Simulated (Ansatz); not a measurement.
# HfO+ (quartet): wave-function methods side by side, def2-TZVPP

An exercise on one series of results from a longer session: the logs are not shown, and one member is left open.

Computed with Ansatz 0.2.0, Gaussian basis. Level: def2-TZVPP, core rule «outside noble gas», up to 5 orbitals frozen.

Plan: UHF; CCSD(T) on ROHF; CCSDT(Q) on ROHF; CCSDT(Q) on UHF.

13 further runs of the same task are left out: 7 for a known fault of the program, 6 set aside as unsound or not needed.

## The system

The geometry is a PBE0/def2-TZVP stationary point (not a proven minimum) of the parent state, kept for this charge and spin. No spin-orbit coupling is included. Elements past krypton take def2 core potentials.

2 atoms, charge 1, spin multiplicity 4.

Atoms are counted from 1 here; the program's logs count them from 0.

Bond lengths: Hf1–O2 1.996 Å.

Set-up of the first run:

in.yaml

```yaml
crystal:
  periodic: [false, false, false]
  atoms:
    - {symbol: Hf, position_ang: [0.000000, 0.000000, 0.000000]}
    - {symbol: O, position_ang: [0.000000, 0.000000, 1.995600]}
basis:
  gaussian: {orbitals: def2-TZVPP}
total_charge: 1
magnetization: {spin_polarized: true, initial_magnetization: 3}
hamiltonian: {xc: hf}
output: {orbitals: {seedname: orbitals}}
```

Command:

```
$ ansatz run in.yaml --threads 1 --pin off --events-out ev --progress --plain --max-ram 4096MiB --backend cpu
```

Among the steps run: UHF; CCSD(T) on ROHF; CCSDT(Q) on ROHF; CCSDT(Q) on UHF.

One of the session's tables, all rows but one given; the rest of the session is left out.

```
   method  from RCCSDT(Q) (kcal/mol)
     ROHF                    +158.43
      UHF                    +153.87
     RMP2                     +14.09
    RCCSD                          ?
 RCCSD(T)                      +0.68
   RCCSDT                      +0.21
RCCSDT(Q)                          0
```

Q: Estimate the row for RCCSD from the others.

The run gave: from RCCSDT(Q) (kcal/mol): +7.07. In the column «from RCCSDT(Q) (kcal/mol)» it lies between RCCSD(T) (+0.68) and RMP2 (+14.09).

Not comparable, so not listed: CCSDT(Q) on UHF (they don't share determinant, frozen orbitals or solution with the rows shown, or repeat one).
